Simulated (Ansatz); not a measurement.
**BSiH5 (boranylsilane): CCSD/STO-3G**

Aim: the electronic atomisation energy of BSiH5 (boranylsilane) at CCSD/STO-3G, from 4 runs. 

Program for the calculation: Ansatz 0.2.0.

47 further runs of the same task are left out: 47 set aside as unsound or not needed.

## 1. The system as given

The species is BSiH5 (7 atoms), meant as a singlet with charge 0. SMILES: `B[SiH3]`. The shape is that of a PBE0-D4/def2-TZVP optimisation.

Bond lengths: B1–Si2 2.010 Å, B1–H3 1.196 Å, B1–H4 1.195 Å, Si2–H5 1.492 Å, Si2–H6 1.492 Å, Si2–H7 1.487 Å. Angles: B1–Si2–H5 108.8°, B1–Si2–H6 108.8°, B1–Si2–H7 115.1°, Si2–B1–H3 118.9°, Si2–B1–H4 123.6°, H5–Si2–H6 107.3°, H5–Si2–H7 108.3°, H6–Si2–H7 108.3°, H3–B1–H4 117.5°.

## 2. The energy at CCSD/STO-3G

File input.yaml:

```yaml
crystal:
  periodic: [false, false, false]
  atoms:
    - {symbol: B, position_ang: [-0.043200, -1.189000, 0.204300]}
    - {symbol: Si, position_ang: [0.089100, 0.785300, -0.148500]}
    - {symbol: H, position_ang: [-1.126000, -1.690600, 0.290100]}
    - {symbol: H, position_ang: [0.906400, -1.902500, 0.335400]}
    - {symbol: H, position_ang: [-0.616000, 1.093400, -1.427200]}
    - {symbol: H, position_ang: [-0.623600, 1.516700, 0.939600]}
    - {symbol: H, position_ang: [1.474500, 1.318800, -0.239500]}
basis:
  gaussian: {orbitals: STO-3G}
magnetization: {spin_polarized: false, initial_magnetization: 0}
correlation: {method: ccsd, frozen_orbitals: {B: 1, H: 0, Si: 5}}
accuracy: high
scf: {omitted_lower_state_checks: [cluster_reference, increment]}
```

On the command line:

```bash
$ ansatz run input.yaml --threads 1 --pin off --max-ram 2610MiB --events-out events.jsonl --progress --plain --runs-dir runs
```

What it wrote (excerpt; [...] marks lines left out):

```text
Warning: RAYON_NUM_THREADS=1 ignored (pool sized by the plan → 1); use --threads N
Functional definition: HF
  name "HF"
[...]
334 factors; integrals over basis functions are off by at most 1.3e-8 eV
[...]
mean field -8512.87781859 eV, -312.8424895974 hartree, gradient 2.9e-8 eV, S^2 0.000000; 0 other end points of the search recorded, 0 dependent functions left out
6 core orbitals not correlated: weight in the atoms' cores, before any rotation towards them, 1.000 or more for the frozen orbitals, at most 0.000 for the correlated occupied ones
reference -8512.87781859 eV, -312.8424895974 hartree; 6, 6 occupied and 7, 7 virtual orbitals, 334 factors
second order -2.05144123 eV of doubles, -0.00000000 eV of singles
cycle   1  -2.66232661 eV  change   -6.1e-1 eV  update   6.3e-2
[...]
cycle  18  -2.98590531 eV  change  -6.6e-10 eV  update  5.0e-10
Total energy: -8515.86372390 eV, -312.9522195936 hartree
Checks for a lower state left out: cluster_reference, increment
```

Wall time 0.12 s (1 thread of Arm Neoverse V2, shared host).

## 3. The B atom, same level

File run.yaml:

```yaml
crystal:
  periodic: [false, false, false]
  atoms:
    - symbol: B
      position_ang: [0.000000, 0.000000, 0.000000]
basis:
  gaussian:
    orbitals: STO-3G
magnetization:
  spin_polarized: true
  initial_magnetization: 1
correlation:
  method: ccsd
  frozen_orbitals: {B: 1}
accuracy: high
scf:
  omitted_lower_state_checks: [cluster_reference, increment]
```

Run the same way, it converges to -24.18899 Eh (log not shown).

## 4. The H atom: the energy at UHF/STO-3G

File in.yaml:

```yaml
crystal:
  periodic: [false, false, false]
  atoms:
    - {symbol: H, position_ang: [0.000000, 0.000000, 0.000000]}
basis:
  gaussian: {orbitals: STO-3G}
magnetization: {spin_polarized: true, initial_magnetization: 1}
accuracy: high
hamiltonian: {xc: hf}
```

Run the same way, it converges to -0.46658 Eh (log not shown).

## 5. The Si atom

File job.yaml:

```yaml
basis:
  gaussian:
    orbitals: STO-3G
crystal:
  periodic: [false, false, false]
  atoms:
    - {symbol: Si, position_ang: [0.000000, 0.000000, 0.000000]}
magnetization:
  spin_polarized: true
  initial_magnetization: 2
correlation:
  method: ccsd
  frozen_orbitals: {Si: 5}
accuracy: high
scf:
  omitted_lower_state_checks: [cluster_reference, increment]
```

Run the same way, it converges to -285.47963 Eh (log not shown).

## 6. Results

Level: CCSD/STO-3G, 6 core orbitals frozen.

| quantity | value |
| --- | --- |
| molecule: total energy | -312.95222 Eh |
| molecule: correlation energy (6 core orbitals frozen) | -109.7 mEh |
| molecule: T1 diagnostic | 0.006 |
| B atom: total energy | -24.18899 Eh |
| B atom: correlation energy (1 core orbital frozen) | -40.0 mEh |
| B atom: ⟨S²⟩ of the reference determinant | 0.750 |
| B atom: T1 diagnostic | 0.000 |
| H atom: total energy | -0.46658 Eh |
| H atom: ⟨S²⟩ | 0.750 |
| Si atom: total energy | -285.47963 Eh |
| Si atom: correlation energy (5 core orbitals frozen) | -13.4 mEh |
| Si atom: ⟨S²⟩ of the reference determinant | 2.000 |
| Si atom: T1 diagnostic | 0.000 |
| electronic atomisation energy | 25.870 eV |

Taking the molecule apart into free atoms costs 25.87 eV (597 kcal/mol), before zero-point energy and without spin-orbit coupling. In a minimal basis such a difference can be off by several eV, whatever the method.
